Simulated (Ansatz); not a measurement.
**MoH+ (quintet): B3LYP, wB97X-V over a scan of the distance Mo1–H2, def2-TZVP**

Aim: run MoH+ (quintet) with these functionals over a scan of the distance Mo1–H2, and hold them against the top wave-function level at the same points.

Method: def2-TZVP, all electrons in the functionals; program: Ansatz 0.2.0, Gaussian basis.

To be run: B3LYP, wB97X-V, at 1.324 Å; 1.462 Å; 1.666 Å; 1.871 Å; 2.029 Å; 2.307 Å; 2.732 Å; 3.136 Å; 3.582 Å; 4.593 Å; 5.555 Å.

29 further runs of the same task are left out: 18 for a known fault of the program, 11 that didn't finish.

## 1. What is computed

The geometry derives from a PBE0/def2-TZVP stationary point (not a proven minimum). One bond is set to the value named and the two fragments are kept rigid. No spin-orbit coupling is included. Elements past krypton take def2 core potentials.

2 atoms, charge 1, spin multiplicity 5.

Atoms are counted from 1 here; the program's logs count them from 0.

Bond lengths: Mo1–H2 1.666 Å.

No dispersion term is added; wB97X-V holds VV10 nonlocal correlation. B3LYP takes the VWN-RPA correlation.

The geometry shown and the zero of energy belong to the point 1.666 Å. The yardstick, FCI, and other wave-function levels (R restricted, U unrestricted, valence and pair active spaces) come from earlier runs.

## 2. B3LYP, 1.324 Å

in.yaml reads:

```yaml
crystal:
  periodic: [false, false, false]
  atoms:
    - {symbol: Mo, position_ang: [0.000000, 0.000000, 0.000000]}
    - {symbol: H, position_ang: [0.000000, 0.000000, 1.324000]}
basis:
  gaussian: {orbitals: def2-TZVP}
total_charge: 1
magnetization: {spin_polarized: true, initial_magnetization: 4}
hamiltonian: {xc: {name: B3LYP}}
```

On the command line:

```
ansatz run in.yaml --threads 1 --pin off --events-out ev --progress --plain --max-ram 2393MiB
```

Further steps of the session: B3LYP, 1.462 Å; B3LYP, 1.666 Å; B3LYP, 1.871 Å; B3LYP, 2.029 Å; B3LYP, 2.307 Å; B3LYP, 2.732 Å; B3LYP, 3.136 Å; B3LYP, 3.582 Å; B3LYP, 4.593 Å; B3LYP, 5.555 Å; wB97X-V, 1.324 Å; wB97X-V, 1.462 Å; wB97X-V, 1.666 Å; wB97X-V, 1.871 Å; wB97X-V, 2.029 Å; wB97X-V, 2.307 Å; wB97X-V, 2.732 Å; wB97X-V, 3.136 Å; wB97X-V, 3.582 Å; wB97X-V, 4.593 Å; wB97X-V, 5.555 Å.

Q: Predict the results of all the runs planned. Wanted: span of the FCI curve; largest miss, B3LYP; largest miss, wB97X-V.

**Answer**, as computed:

| quantity | value |
| --- | --- |
| span of the FCI curve | 162.9 kJ/mol |
| largest miss, B3LYP | -3.3 kJ/mol (1.324 Å) |
| largest miss, wB97X-V | -7.3 kJ/mol (1.324 Å) |

Of the functionals, B3LYP keep the smallest largest miss at the points compared (at most 3.3 kJ/mol) and wB97X-V strays most (7.3 kJ/mol, at 1.324 Å). B3LYP, wB97X-V clearly break the spin symmetry at some points (⟨S²⟩ up to 1.00 above the pure value), so energy there is bought with a mixed spin. Functionals and the yardstick converge differently with the basis, so part of each miss in def2-TZVP is the basis.
